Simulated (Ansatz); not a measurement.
Crystal: SiNi2.

```xyz
12
Lattice="4.9900 0.0000 0.0000 0.0000 3.7200 0.0000 0.0000 0.0000 7.0300" Properties=species:S:1:pos:R:3 pbc="T T T"
Ni    1.6218    2.7900    6.5871
Ni    3.3683    0.9300    0.4429
Ni    0.8732    0.9300    3.0721
Ni    4.1167    2.7900    3.9579
Ni    2.2854    2.7900    2.0879
Ni    2.7046    0.9300    4.9421
Ni    0.2096    0.9300    5.6029
Ni    4.7804    2.7900    1.4271
Si    3.9221    2.7900    6.2286
Si    1.0679    0.9300    0.8014
Si    3.5629    0.9300    2.7136
Si    1.4271    2.7900    4.3164
```

Base run:

```yaml
Program: Ansatz 0.2.0
Functional: RPBE
Potentials_or_basis: Ansatz PAW
Cutoff: 420 eV
Density_cutoff: 1680 eV
k_mesh: 5 × 5 × 3
Occupations: fermi-dirac, width 0.05 eV
Spin: collinear spin, ferromagnetic start
Starting_moments: "[1.0, 1.0, 1.0, 1.0, 1.0, 1.0, 1.0, 1.0, 0.0, 0.0, 0.0, 0.0] μB"
```

Its results: band gap on the k mesh none (metal or under the smearing width); pressure 8.1 GPa; net moment 0.00 μB per cell; largest force 0.360 eV/Å.

Problem. After a change of settings the same cell gave: band gap on the k mesh none (metal or under the smearing width); pressure 6.9 GPa; net moment 0.00 μB per cell; largest force 0.359 eV/Å. Which change was it?
A. functional from RPBE to PBEsol; k mesh from 5 × 5 × 3 to 6 × 7 × 4
B. functional from RPBE to BLYP; k mesh from 5 × 5 × 3 to 6 × 7 × 4
C. functional from RPBE to revPBE
D. functional from RPBE to BLYP

Solution. C.

Caveats: the potentials were made for another functional, which shifts forces and pressure; the PAW data sets come from PBE, with cores solved anew for the run's functional, which leaves a small shift of forces and pressure.

Not every run made on this cell is shown here.
